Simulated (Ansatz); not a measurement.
# ZrTi3N4: the cost of one run

Computed with Ansatz 0.2.0 (DFT PBE, scalar-relativistic, plane waves, PAW, unless a step names another level, unless a step's input says otherwise).

1 further run of the same task is left out (set aside as unsound or not needed).

## Step 1: The system as given

It takes space group Pm-3m (No. 221, cubic). Conventional cell: a = 4.356 Å, b = 4.356 Å, c = 4.356 Å, α = 90.00°, β = 90.00°, γ = 90.00°. Around Zr (site symmetry m-3m) lie 6 N at 2.18 Å. Ti (site symmetry 4/mmm) has 6 N at 2.18 Å as nearest neighbours. N (site symmetry 4/mmm) has 2 Zr at 2.18 Å and 4 Ti at 2.18 Å as nearest neighbours. N (site symmetry m-3m) has 6 Ti at 2.18 Å as nearest neighbours.

Structure file:

```cif
data_structure
_symmetry_space_group_name_H-M 'Pm-3m'
_symmetry_Int_Tables_number 221
_cell_length_a 4.3563
_cell_length_b 4.3563
_cell_length_c 4.3563
_cell_angle_alpha 90.000
_cell_angle_beta 90.000
_cell_angle_gamma 90.000
_cell_volume 82.67
loop_
_atom_site_label
_atom_site_type_symbol
_atom_site_symmetry_multiplicity
_atom_site_Wyckoff_symbol
_atom_site_fract_x
_atom_site_fract_y
_atom_site_fract_z
_atom_site_occupancy
Zr1 Zr 1 a 0.00000 0.00000 0.00000 1
Ti1 Ti 3 c 0.50000 0.50000 0.00000 1
N1 N 3 d 0.00000 0.00000 0.50000 1
N2 N 1 b 0.50000 0.50000 0.50000 1
```

The cell was relaxed beforehand at this level, from a generated guess; it needn't be the stable form of this composition. At a tolerance of 0.05 Å it has space group Pm-3m (No. 221); it has 10.33 Å³/atom, an uncorrected energy of -1.65 eV/atom over the elements.

## Step 2: Bands, states and charges

File input.yaml:

```yaml
crystal:
  lattice:
    - [4.3562792, 0.0, 0.0]
    - [0.0, 4.3562792, 0.0]
    - [0.0, 0.0, 4.3562792]
  atoms:
    - { symbol: Zr, position: [0.0, 0.0, 0.0] }
    - { symbol: Ti, position: [0.5, 0.5, 0.0] }
    - { symbol: Ti, position: [0.0, 0.5, 0.5] }
    - { symbol: Ti, position: [0.5, 0.0, 0.5] }
    - { symbol: "N", position: [0.0, 0.0, 0.5] }
    - { symbol: "N", position: [0.5, 0.0, 0.0] }
    - { symbol: "N", position: [0.0, 0.5, 0.0] }
    - { symbol: "N", position: [0.5, 0.5, 0.5] }
basis:
  ecutwfc: 420
kpoints:
  mp_grid: { grid: [10, 10, 10] }
  band_path:
    path:
      - [[0.0, 0.0, 0.0], [0.0, 0.5, 0.0], [0.5, 0.5, 0.0], [0.0, 0.0, 0.0], [0.5, 0.5, 0.5], [0.0, 0.5, 0.0]]
      - [[0.5, 0.5, 0.5], [0.5, 0.5, 0.0]]
    npoints: 14
hamiltonian:
  xc: pbe
scf:
  occupations: { method: gaussian, width: 0.1 }
  n_extra_bands: 20
output:
  forces: true
  stress: true
  eigenvalues: true
  populations: true
  dos: { projected: true, de: 0.02, nscf_kmesh: { grid: [12, 12, 12] } }
  bader: true
  write_density: true
  write_potential: true
  elf: true
  volumetric_format: npy
```

Started as:

```bash
$ ansatz run input.yaml --threads 4 --pin off --max-ram 8192MiB --backend cpu --events-out ev --progress --plain --runs-dir out
```

**Question.** How long does this run take on 4 threads of Arm Neoverse V1, shared host, and how much memory does it need?

About 26 s, with a peak of 0.59 GiB.
